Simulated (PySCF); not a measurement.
# RbS: changing the method

Aim: see what other levels and later steps give for RbS.

Method: each script names its method and basis; program: PySCF 2.14.0.

3 further runs of the same task are left out: 2 for a known fault of the program, 1 that didn't finish.

## (1) The starting structure

RbS: 2 atoms, charge 0, spin multiplicity 2.

Bond lengths: Rb1–S2 2.974 Å.

## (2) Base script

File input.py:

```python
from pyscf import gto, scf, mp

mol = gto.M(
    atom='Rb 0 0 0; S 0 0 2.974',
    basis='lanl2dz',
    ecp={'Rb': 'lanl2dz', 'S': 'lanl2dz'},
    charge=0,
    spin=1,
    verbose=4,
)
mf = scf.UHF(mol)
mf.kernel()
mp.MP2(mf).kernel()
mf.dip_moment()
print('orbital energies (hartree):', [e[max(0, n-3):n+3].round(4) for e, n in zip(mf.mo_energy, mol.nelec)])
```

Command:

```sh
$ OMP_NUM_THREADS=1 python input.py
```

## (3) Slater, (UKS)

Run 1 changes functional: none (Hartree–Fock) → slater,; SCF type: UHF → UKS; step after the SCF: mp2 → analyze.

input.py: that of step 2 with these lines changed.

```diff
@@ -1,2 +1,2 @@
-from pyscf import gto, scf, mp
+from pyscf import gto, dft
 
@@ -10,5 +10,5 @@
 )
-mf = scf.UHF(mol)
+mf = dft.UKS(mol, xc='slater,')
 mf.kernel()
-mp.MP2(mf).kernel()
+mf.mulliken_pop()
 mf.dip_moment()
```

## (4) Pw91 (UKS)

Run 2 changes functional: none (Hartree–Fock) → pw91; SCF type: UHF → UKS; step after the SCF: mp2 → analyze.

input.py: that of step 2 with these lines changed.

```diff
@@ -1,2 +1,2 @@
-from pyscf import gto, scf, mp
+from pyscf import gto, dft
 
@@ -10,5 +10,5 @@
 )
-mf = scf.UHF(mol)
+mf = dft.UKS(mol, xc='pw91')
 mf.kernel()
-mp.MP2(mf).kernel()
+mf.mulliken_pop()
 mf.dip_moment()
```

## (5) Gradient

Run 3 changes step after the SCF: mp2 → gradient.

input.py: that of step 2 with these lines changed.

```diff
@@ -1,2 +1,2 @@
-from pyscf import gto, scf, mp
+from pyscf import gto, scf
 
@@ -12,3 +12,3 @@
 mf.kernel()
-mp.MP2(mf).kernel()
+mf.nuc_grad_method().kernel()
 mf.dip_moment()
```

## (6) ROHF

Run 4 changes SCF type: UHF → ROHF.

File input.py:

```python
from pyscf import gto, scf, mp

mol = gto.M(
    atom='Rb 0 0 0; S 0 0 2.974',
    basis='lanl2dz',
    ecp={'Rb': 'lanl2dz', 'S': 'lanl2dz'},
    charge=0,
    spin=1,
    verbose=4,
)
mf = scf.ROHF(mol)
mf.kernel()
mp.MP2(mf).kernel()
mf.dip_moment()
print('orbital energies (hartree):', mf.mo_energy[..., max(0, mol.nelec[1]-3):mol.nelec[0]+3].round(4))
```

**Question.** What will these runs give? Wanted: for each run, E(SCF); from base; gap, α spin; SCF dipole; after the SCF.

The runs gave:

```csv
run,E(SCF) (hartree),from base (eV),cycles,"gap, α spin (eV)",SCF dipole (D),after the SCF
base,-33.494794,0,10,6.72,12.81,MP2 correlation -0.671 eV
"slater, (UKS) (poor choice)",-33.061791,not comparable,11,1.75,8.28,n/a
pw91 (UKS),-33.982782,not comparable,9,1.41,10.15,n/a
gradient,-33.494794,0.0000,10,6.72,12.81,n/a
ROHF,-33.494515,+0.0076,11,n/a,12.87,MP2 correlation -0.672 eV
```

What this shows: Total energies of different functionals can't be compared with each other; differences within one functional can. Rows marked «poor choice» come from settings spoiled on purpose.
